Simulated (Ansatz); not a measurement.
# Germane (GeH4): how energies converge with the basis set

Aim: see how fast density functionals converge with the basis set for germane (GeH4).

Method: one geometry, several basis sets; program: Ansatz 0.2.0, Gaussian basis.

Levels to be run: PBE0-D4/def2-SVP; ωB97M-V/def2-SVP; PBE0-D4/def2-QZVPP; ωB97M-V/def2-QZVPP; the functionals' def2-TZVPP values are taken from earlier runs.

### 1 Structure used throughout

All runs share one geometry, relaxed beforehand with PBE0-D4 in a triple-zeta def2 set.

SMILES `[GeH4]`, 5 atoms, charge 0, spin multiplicity 1.

Atoms are counted from 1 here; the program's logs count them from 0.

Bond lengths: Ge1–H2 1.534 Å, Ge1–H3 1.534 Å, Ge1–H4 1.534 Å, Ge1–H5 1.534 Å. Angles: H2–Ge1–H3 109.5°, H2–Ge1–H4 109.5°, H2–Ge1–H5 109.5°, H3–Ge1–H4 109.5°, H3–Ge1–H5 109.5°, H4–Ge1–H5 109.5°.

### 2 PBE0-D4 in def2-SVP

File in.yaml:

```yaml
crystal:
  periodic: [false, false, false]
  atoms:
    - {symbol: Ge, position_ang: [0.000062, 0.000070, -0.000034]}
    - {symbol: H, position_ang: [1.148134, -0.756324, 0.680597]}
    - {symbol: H, position_ang: [-1.238820, -0.029976, 0.904175]}
    - {symbol: H, position_ang: [-0.329182, -0.669134, -1.340632]}
    - {symbol: H, position_ang: [0.419817, 1.455363, -0.244116]}
basis:
  gaussian: {orbitals: def2-SVP}
hamiltonian: {xc: pbe0, dispersion: d4}
output: {orbitals: {seedname: orbitals}}
```

On the command line:

```bash
$ ansatz run in.yaml --threads 2 --pin off --events-out ev --progress --plain --max-ram 32768MiB --backend cpu
```

After this run come: ωB97M-V in def2-SVP; PBE0-D4 in def2-QZVPP; ωB97M-V in def2-QZVPP.

**Question.** What will the summary of the whole plan be? Wanted: PBE0-D4: double and triple zeta above quadruple; ωB97M-V: double and triple zeta above quadruple.

As calculated:

| quantity | value |
| --- | --- |
| PBE0-D4: double and triple zeta above quadruple | 8.42, 1.24 eV |
| ωB97M-V: double and triple zeta above quadruple | 8.43, 1.22 eV |

In words: For PBE0-D4 the step from double to triple zeta gains 7.18 eV and the next only 1.24 eV. Total energies overstate the basis error of differences, where much of it tends to cancel. The LUMO of ωB97M-V is positive and keeps falling with the basis (3.43 to 2.05 eV): an unbound level that the basis holds in place.
